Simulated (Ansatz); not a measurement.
**ClF₂H₃OSi₂: basis-set convergence**

One table from this session's results is given with a row withheld; the runs are named, their logs left out.

Method: one geometry, several basis sets; program: Ansatz 0.2.0, Gaussian basis.

The runs, in order: PBE0-D4/def2-SVP; ωB97M-V/def2-SVP; PBE0-D4/def2-QZVPP; ωB97M-V/def2-QZVPP; the functionals' def2-TZVPP values are taken from earlier runs.

## The geometry

The geometry comes from an earlier relaxation with PBE0-D4 in a triple-zeta def2 set; it is a stationary point, not always the lowest conformer.

SMILES `F[SiH](F)O[SiH2]Cl`, 9 atoms, charge 0, spin multiplicity 1.

Atoms are counted from 1 here; the program's logs count them from 0.

Bond lengths: F1–Si2 1.580 Å, Si2–F3 1.578 Å, Si2–O4 1.608 Å, Si2–H7 1.464 Å, O4–Si5 1.629 Å, Si5–Cl6 2.047 Å, Si5–H8 1.475 Å, Si5–H9 1.476 Å. Angles: F1–Si2–F3 107.4°, F1–Si2–O4 109.7°, F1–Si2–H7 109.5°, F3–Si2–O4 108.0°, F3–Si2–H7 109.6°, O4–Si2–H7 112.5°, Si2–O4–Si5 151.4°, O4–Si5–Cl6 109.6°, O4–Si5–H8 108.2°, O4–Si5–H9 109.8°, Cl6–Si5–H8 108.3°, Cl6–Si5–H9 108.0°, H8–Si5–H9 112.9°.

The first run:

Input file in.yaml:

```yaml
crystal:
  periodic: [false, false, false]
  atoms:
    - {symbol: F, position_ang: [-1.647412, -1.621528, -0.415071]}
    - {symbol: Si, position_ang: [-0.082781, -1.459684, -0.566059]}
    - {symbol: F, position_ang: [0.588544, -2.722125, 0.100636]}
    - {symbol: O, position_ang: [0.407686, -0.154636, 0.235239]}
    - {symbol: Si, position_ang: [0.227375, 1.401029, 0.682767]}
    - {symbol: Cl, position_ang: [-0.448330, 2.498165, -0.907712]}
    - {symbol: H, position_ang: [0.269354, -1.409245, -1.986341]}
    - {symbol: H, position_ang: [1.549089, 1.922721, 1.077712]}
    - {symbol: H, position_ang: [-0.775023, 1.499103, 1.761828]}
basis:
  gaussian: {orbitals: def2-SVP}
hamiltonian: {xc: pbe0, dispersion: d4}
output: {orbitals: {seedname: orbitals}}
```

Run with:

```bash
> ansatz run in.yaml --threads 4 --pin off --events-out ev --progress --plain --max-ram 10444MiB
```

Among the steps run: PBE0-D4 in def2-SVP; ωB97M-V in def2-SVP; PBE0-D4 in def2-QZVPP; ωB97M-V in def2-QZVPP.

One of the session's tables, all rows but one given; the rest of the session is left out.

It belongs to the step «Density functionals: the series». 

```
functional       basis  HOMO (eV)  LUMO (eV)
   PBE0-D4    def2-SVP      -9.06       0.61
   PBE0-D4  def2-TZVPP          ?          ?
   PBE0-D4  def2-QZVPP      -9.21      -0.06
   ωB97M-V    def2-SVP     -11.26       2.57
   ωB97M-V  def2-TZVPP     -11.43       1.85
   ωB97M-V  def2-QZVPP     -11.46       1.44
```

Q: Estimate the row for PBE0-D4, def2-TZVPP from the others.

The run gave: HOMO (eV): -9.19; LUMO (eV): 0.11. In the column «HOMO (eV)» it lies between PBE0-D4, def2-QZVPP (-9.21) and PBE0-D4, def2-SVP (-9.06).
